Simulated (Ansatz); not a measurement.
**BaAlSn: how the settings move a single-point run**

Aim: see which settings change the result for BaAlSn, by how much, and at what cost.

Program: Ansatz 0.2.0. Level of theory: reference: DFT, r2SCAN, PAW with Ansatz's default frozen-core files, scalar-relativistic. These are calculated values, not measurements.

## (1) The structure to begin with

It takes space group P-6m2 (No. 187, hexagonal). Conventional cell: a = 4.875 Å, b = 4.875 Å, c = 3.124 Å, α = 90.00°, β = 90.00°, γ = 120.00°. Around Ba (site symmetry -6m2) lie 2 Ba at 3.12 Å and 6 Al at 3.22 Å and 6 Sn at 3.22 Å. Al (site symmetry -6m2) is surrounded by 3 Sn at 2.81 Å and 2 Al at 3.12 Å and 6 Ba at 3.22 Å. Sn (site symmetry -6m2) has 3 Al at 2.81 Å and 2 Sn at 3.12 Å and 6 Ba at 3.22 Å as nearest neighbours.

As a file:

```xyz
3
Lattice="4.8748 0.0000 0.0000 -2.4374 4.2217 0.0000 0.0000 0.0000 3.1236" Properties=species:S:1:pos:R:3 pbc="T T T"
Ba    2.4374    1.4072    0.0000
Al    0.0000    0.0000    1.5618
Sn    0.0000    2.8145    1.5618
```

## (2) Reference

Input file input.yaml:

```yaml
crystal:
  lattice:
    - [4.8748369771, 0.0, 0.0]
    - [-2.4374184885, 4.2217326615, 0.0]
    - [0.0, 0.0, 3.1236186191]
  atoms:
    - { symbol: Ba, position: [0.6666666667, 0.3333333333, 0.0] }
    - { symbol: Al, position: [0.0, 0.0, 0.5] }
    - { symbol: Sn, position: [0.3333333333, 0.6666666667, 0.5] }
kpoints:
  mp_grid: { grid: [9, 9, 7] }
  band_path:
    path:
      - [0.0, 0.0, 0.0]
      - [0.5, 0.0, 0.0]
      - [0.3333333333, 0.3333333333, 0.0]
      - [0.0, 0.0, 0.0]
      - [0.0, 0.0, 0.5]
      - [0.5, 0.0, 0.5]
      - [0.3333333333, 0.3333333333, 0.5]
      - [0.0, 0.0, 0.5]
      - [0.5, 0.0, 0.5]
    npoints: 6
scf:
  occupations: { method: fermi_dirac, width: 0.05 }
hamiltonian:
  xc: r2scan
  pseudopotentials: { kind: paw }
output:
  forces: true
  stress: true
  eigenvalues: true
  efg: { contact_densities: true }
  populations: true
  write_density: true
  write_potential: true
  elf: true
  volumetric_format: npy
```

Command:

```bash
$ ansatz run input.yaml --threads 1 --pin off --max-ram 3072MiB --backend cpu --events-out ev --progress --plain --runs-dir out
```

## (3) Changed: xc lda

input.yaml: that of step 2 with these lines changed.

```diff
@@ -26,3 +26,3 @@
 hamiltonian:
-  xc: r2scan
+  xc: lda
   pseudopotentials: { kind: paw }
```

What does the calculation give? Wanted: for each run, ending; energy change; pressure; gap; force.

The runs gave:

| run | ending | energy change | pressure (GPa) | gap (eV) | force (eV/Å) | cycles | time |
| --- | --- | --- | --- | --- | --- | --- | --- |
| reference | converged | - | 24.0 | 0.00 | 0.00 | 7 | 28 s |
| 1: xc lda | converged | not comparable | 17.5 | 0.00 | 0.00 | 7 | 17 s |

Residual by cycle in the longest SCF loop of each run; runs are numbered as in the table. The quantity is the density residual dr2, in eV.

```
cycle  reference    run 1
    1     0.0541   0.0269
    2     0.0328  0.00781
    3    0.00265   1.6e-4
    4     1.4e-4   2.3e-5
    5     2.4e-5   3.5e-6
    6     9.1e-7   4.9e-7
    7     3.5e-8   2.0e-8
```

**Reading.** A change of functional puts the total energy on another scale; the pressure goes from 24.0 to 17.5 GPa. At this fixed cell a lower pressure means that this functional prefers a smaller volume than the reference. Cost: 17 s against 28 s. The structure is not at rest: the sound run finds 24 GPa, so these are no properties of the relaxed crystal. 
